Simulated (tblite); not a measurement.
# C3H10BN (SMILES CC(C)BN) at GFN2-xTB

Wanted: a geometry optimisation of C3H10BN. 

The calculation is run with tblite 0.8.0.

24 further runs of the same task are left out: 24 set aside as unsound or not needed.

## Step 1: The structure to begin with

C3H10BN: 15 atoms, total charge 0, spin state singlet. SMILES: `CC(C)BN`. Geometry: relaxed at PBE0-D4/def2-TZVP. This is one conformer, not always the lowest. The run starts from this shape.

Bond lengths: C1–C2 1.529 Å, C2–C3 1.529 Å, C2–B4 1.576 Å, B4–N5 1.390 Å, C1–H6 1.094 Å, C1–H7 1.095 Å, C1–H8 1.093 Å, C2–H9 1.099 Å, C3–H10 1.093 Å, C3–H11 1.095 Å, C3–H12 1.094 Å, B4–H13 1.204 Å, N5–H14 1.005 Å, N5–H15 1.007 Å. Some angles: C1–C2–C3 110.3°, C1–C2–B4 110.3°, C3–C2–B4 110.3°, C2–B4–N5 122.3°, C1–C2–H9 108.1°, C3–C2–H9 108.1°, B4–C2–H9 109.8°, C2–C1–H6 110.8°, C2–C1–H7 111.2°, C2–C1–H8 112.0°.

## Step 2: A geometry optimisation at GFN2-xTB

input.xyz reads:

```xyz
15

C     -0.780400    -1.413200    -0.357500
C      0.171500    -0.341500     0.175100
C      1.489100    -0.369000    -0.600600
B     -0.494500     1.083000     0.069400
N     -0.735700     1.875700     1.185800
H     -1.036200    -1.220800    -1.403900
H     -0.324000    -2.407300    -0.307600
H     -1.715400    -1.448000     0.208300
H      0.390700    -0.572600     1.227300
H      2.208200     0.357200    -0.212000
H      1.955800    -1.358400    -0.552000
H      1.323500    -0.135000    -1.656800
H     -0.814200     1.523100    -1.004500
H     -1.158400     2.786500     1.136000
H     -0.502000     1.589400     2.122200
```

job.py reads:

```python
# GFN2-xTB geometry optimisation
import json
import numpy as np
from tblite.interface import Calculator
from tblite.interface import symbols_to_numbers
from scipy.optimize import minimize

symbols = list(map(str, np.loadtxt("input.xyz", skiprows=2, usecols=0, dtype=str, ndmin=1)))
numbers = np.array(symbols_to_numbers(symbols))
positions = np.loadtxt("input.xyz", skiprows=2, usecols=(1, 2, 3), ndmin=2) / 0.529177210903

calc = Calculator("GFN2-xTB", numbers, positions, charge=0, uhf=0)
calc.set("verbosity", 0)
calc.set("accuracy", 0.01)
last, frames, energies, grads = [None], [], [], []

def fun(x):
    calc.update(x.reshape(-1, 3))
    last[0] = calc.singlepoint(last[0])
    return float(last[0].get('energy')), last[0].get('gradient').ravel()

def show(x):
    e, g = fun(x)
    frames.append(x.reshape(-1, 3).tolist())
    energies.append(e)
    grads.append(g.reshape(-1, 3).tolist())
    print(f"{len(energies) - 1:4d} {e:16.9f} {np.abs(g).max():12.3e} {np.linalg.norm(g):12.3e}")

print("step      energy/Eh       max grad     grad norm")
show(positions.ravel())
opt = minimize(fun, positions.ravel(), jac=True, method="BFGS", callback=show, options={"gtol": 3e-05, "maxiter": 500})
print("converged:", opt.success, "-", opt.message)
fun(opt.x)
res = last[0]
final = opt.x.reshape(-1, 3)
print("final geometry (angstrom)")
for s, p in zip(symbols, final * 0.529177210903):
    print(f"{s:<2} {p[0]:12.6f} {p[1]:12.6f} {p[2]:12.6f}")
print(f"E(total): {res.get('energy') * 627.5095:.8f} kcal/mol")
eps = np.atleast_2d(res.get("orbital-energies")) * 27.211386
occ = np.atleast_2d(res.get("orbital-occupations"))
filled = occ.sum(axis=0) if eps.shape[0] == 1 else occ[0]
homo = np.nonzero(filled > 0.5)[0].max()
print(f"HOMO {eps[0, homo]:.4f} eV")
if homo + 1 < eps.shape[1]:
    print(f"LUMO {eps[0, homo + 1]:.4f} eV, gap {eps[0, homo + 1] - eps[0, homo]:.4f} eV")
mu = res.get("dipole") * 2.541746
print(f"dipole: {np.linalg.norm(mu):.4f} D, components " + " ".join(f"{c:.4f}" for c in mu))
q = res.get("charges")
print("Charges:", " ".join(f"{s}{i + 1}={c:+.4f}" for i, (s, c) in enumerate(zip(symbols, q))))
out = {k: np.asarray(res.get(k)).tolist() for k in ("energy", "gradient", "charges", "dipole", "orbital-energies", "orbital-occupations")}
out.update(symbols=symbols, positions=(positions * 0.529177210903).tolist(), final=final.tolist(), frames=frames, step_energies=energies, grads=grads, success=bool(opt.success))
json.dump(out, open("results.json", "w"))
```

Command:

```bash
$ python job.py
```

**Question.** What will come out? Wanted: total energy at the end; dipole moment; HOMO energy; LUMO energy; HOMO–LUMO gap.

**Answer.** As computed:

Level: GFN2-xTB.

| quantity | value |
| --- | --- |
| total energy at the end | -15.69801 Eh |
| dipole moment | 2.01 D |
| HOMO energy | -10.25 eV |
| LUMO energy | -4.71 eV |
| HOMO–LUMO gap | 5.54 eV |

What this shows: At the final geometry: Bond lengths: C1–C2 1.533 Å, C2–C3 1.533 Å, C2–B4 1.599 Å, B4–N5 1.379 Å, C1–H6 1.088 Å, C1–H7 1.090 Å, C1–H8 1.088 Å, C2–H9 1.097 Å, C3–H10 1.088 Å, C3–H11 1.090 Å, C3–H12 1.088 Å, B4–H13 1.173 Å, N5–H14 1.007 Å, N5–H15 1.007 Å. Some angles: C1–C2–C3 109.3°, C1–C2–B4 111.0°, C3–C2–B4 111.0°, C2–B4–N5 119.8°, C1–C2–H9 107.3°, C3–C2–H9 107.3°, B4–C2–H9 110.8°, C2–C1–H6 110.3°, C2–C1–H7 110.9°, C2–C1–H8 110.6°. The optimisation took 63 steps and changed the energy by -0.033 eV. Mulliken charges run from -0.32 on N5 to +0.24 on B4.
